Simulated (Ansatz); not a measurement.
This script drives the Python package of Ansatz (0.2.0).

The script reads `ch4ossi.xyz`:
```text
8

O     0.05600    1.36730   -1.09340
C    -0.49960    0.46700   -0.27500
Si    0.54080   -0.82510    0.50150
S    -2.05560    0.55910   -0.01060
H    -0.71900    1.97790   -1.42030
H     0.53980   -0.73610    2.00140
H     2.02780   -0.67940    0.12050
H     0.20200   -2.18780    0.12020
```

`freq.py`
```python
'''Vibrations of CH4OSSi.'''

import ansatz as az
import numpy as np

BASIS = '6-31G*'
XC = 'r2SCAN'


def main() -> None:
    molecule = az.Crystal.molecule_from_extxyz('ch4ossi.xyz')

    calc = molecule.calculation().basis(gaussian=BASIS).functional(XC)
    symbols = [site.symbol for site in molecule.cartesian_sites]
    start = np.array([site.position_ang for site in molecule.cartesian_sites], dtype=float)
    rep = calc.relax(force_tolerance=0.003).run(threads=1, pin='off').report
    end = np.array(rep['positions_ang'])

    print('bond        before    after (A)')
    for i, j in [(0, 1), (0, 4), (1, 2), (1, 3), (2, 5), (2, 6), (2, 7)]:
        d0, d1 = (np.linalg.norm(xyz[i] - xyz[j]) for xyz in (start, end))
        print(f'{symbols[i]}{i}-{symbols[j]}{j}'.ljust(10), f'{d0:8.4f} {d1:8.4f}')

    # frequencies need a stationary point, so they are taken at the relaxed geometry
    minimum = az.Crystal.molecule()
    for symbol, xyz in zip(symbols, end):
        minimum = minimum.atom(symbol, xyz.tolist())
    vibrating = (
        minimum.calculation()
        .basis(gaussian=BASIS)
        .functional(XC)
        .phonons(temperatures=(100, 500, 100))
    )
    vib = vibrating.run(threads=1, pin='off').report['vibrations']
    sums = vib['harmonic_sums']
    modes = [m['omega_inv_cm'] for m in sums['modes_at_gamma'] if m['rigid_motion'] == 'no']
    print('frequencies (1/cm):', ' '.join(f'{w:.0f}' for w in modes))
    print('imaginary modes:', sum(w < 0 for w in modes), ' zero-point energy:', round(sums['zero_point_energy_ev'], 4), 'eV')
    print('T (K)   F_vib (eV)   S_vib (meV/K)   C_vib (meV/K)')
    for row in zip(sums['temperatures_k'], sums['vibrational_free_energy_ev'], vib['entropy_ev_per_k'], vib['heat_capacity_ev_per_k']):
        print(f'{row[0]:6.1f} {row[1]:11.4f} {1000 * row[2]:13.4f} {1000 * row[3]:15.4f}')


if __name__ == '__main__':
    main()
```

It is started by `python freq.py`. Estimate its wall time and peak memory on 1 thread of Arm Neoverse V2, on a shared host.

It took about 2.3 min, with a peak of 0.23 GiB, for 2 runs of the engine.

`python freq.py` gives:
```text
bond        before    after (A)
O0-C1        1.3375   1.3419
O0-H4        1.0394   0.9834
C1-Si2       1.8316   1.9080
C1-S3        1.5810   1.6421
Si2-H5       1.5025   1.4839
Si2-H6       1.5419   1.4868
Si2-H7       1.4550   1.4840
frequencies (1/cm): 29 199 371 376 575 635 677 722 902 936 943 1028 1279 1372 2262 2283 2288 3536
imaginary modes: 0  zero-point energy: 1.2655 eV
T (K)   F_vib (eV)   S_vib (meV/K)   C_vib (meV/K)
 100.0      1.2555        0.1888          0.1568
 200.0      1.2286        0.3530          0.3473
 300.0      1.1844        0.5329          0.5504
 400.0      1.1219        0.7153          0.7191
 500.0      1.0416        0.8905          0.8507
```

These settings explore the input space; basis and method may be short of convergence. The frequencies are harmonic and unscaled, in a modest basis. The result belongs to the one conformer reached from this start, and soft torsions count as harmonic oscillators.

(A comment or docstring line of the script was reworded after the run, the code is as it ran; lines on the test bed's own set-up are left out of the output.)
